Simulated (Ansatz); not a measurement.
# Ba2ZrWO6: the cost of one run

Method: DFT r2SCAN, scalar-relativistic, plane waves, PAW, in Ansatz 0.2.0.

## 1. Starting point

The structure is cubic, space group Fm-3m (No. 225). The conventional cell has a = 8.411 Å, b = 8.411 Å, c = 8.411 Å, α = 90.00°, β = 90.00°, γ = 90.00°. Ba (site symmetry -43m) is surrounded by 12 O at 2.97 Å. Around Zr (site symmetry m-3m) lie 6 O at 2.12 Å. W (site symmetry m-3m) has 6 O at 2.08 Å as nearest neighbours. Around O (site symmetry 4mm) lie 1 W at 2.08 Å and 1 Zr at 2.12 Å and 4 Ba at 2.97 Å.

Coordinates:

```
CELL_PARAMETERS angstrom
0.00000 4.20529 4.20529
4.20529 0.00000 4.20529
4.20529 4.20529 0.00000
ATOMIC_POSITIONS crystal
Ba 0.75000 0.75000 0.75000
Ba 0.25000 0.25000 0.25000
Zr 0.00000 0.00000 0.00000
W 0.50000 0.50000 0.50000
O 0.74742 0.74742 0.25258
O 0.25258 0.74742 0.25258
O 0.74742 0.25258 0.25258
O 0.25258 0.25258 0.74742
O 0.74742 0.25258 0.74742
O 0.25258 0.74742 0.74742
```

The structure comes from the Materials Project (structure only).

## 2. Ground state at the listed geometry

The input, input.yaml:

```yaml
crystal:
  lattice:
    - [0.0, 4.20529, 4.20529]
    - [4.20529, 0.0, 4.20529]
    - [4.20529, 4.20529, 0.0]
  atoms:
    - { symbol: Ba, position: [0.75, 0.75, 0.75] }
    - { symbol: Ba, position: [0.25, 0.25, 0.25] }
    - { symbol: Zr, position: [0.0, 0.0, 0.0] }
    - { symbol: W, position: [0.5, 0.5, 0.5], spin: 1.0 }
    - { symbol: O, position: [0.747417, 0.747417, 0.252583] }
    - { symbol: O, position: [0.252583, 0.747417, 0.252583] }
    - { symbol: O, position: [0.747417, 0.252583, 0.252583] }
    - { symbol: O, position: [0.252583, 0.252583, 0.747417] }
    - { symbol: O, position: [0.747417, 0.252583, 0.747417] }
    - { symbol: O, position: [0.252583, 0.747417, 0.747417] }
magnetization:
  spin_polarized: true
basis:
  ecutwfc: 500
  fft_grid_basis: typed
kpoints:
  mp_grid: { grid: [6, 6, 6] }
hamiltonian:
  xc: r2scan
  pseudopotentials: { kind: paw }
scf:
  occupations: { method: gaussian, width: 0.05 }
output:
  forces: true
  stress: true
  eigenvalues: true
  bader: true
  write_density: true
  volumetric_format: npy
  populations: true
  elf: true
```

The run is started by

```bash
$ ansatz run input.yaml --threads 2 --pin off --max-ram 4096MiB --backend cpu --events-out ev --progress --plain --runs-dir out
```

Q: Estimate wall time and peak memory on 2 threads of Arm Neoverse N1, shared host.

About 2.1 min, with a peak of 1 GiB.
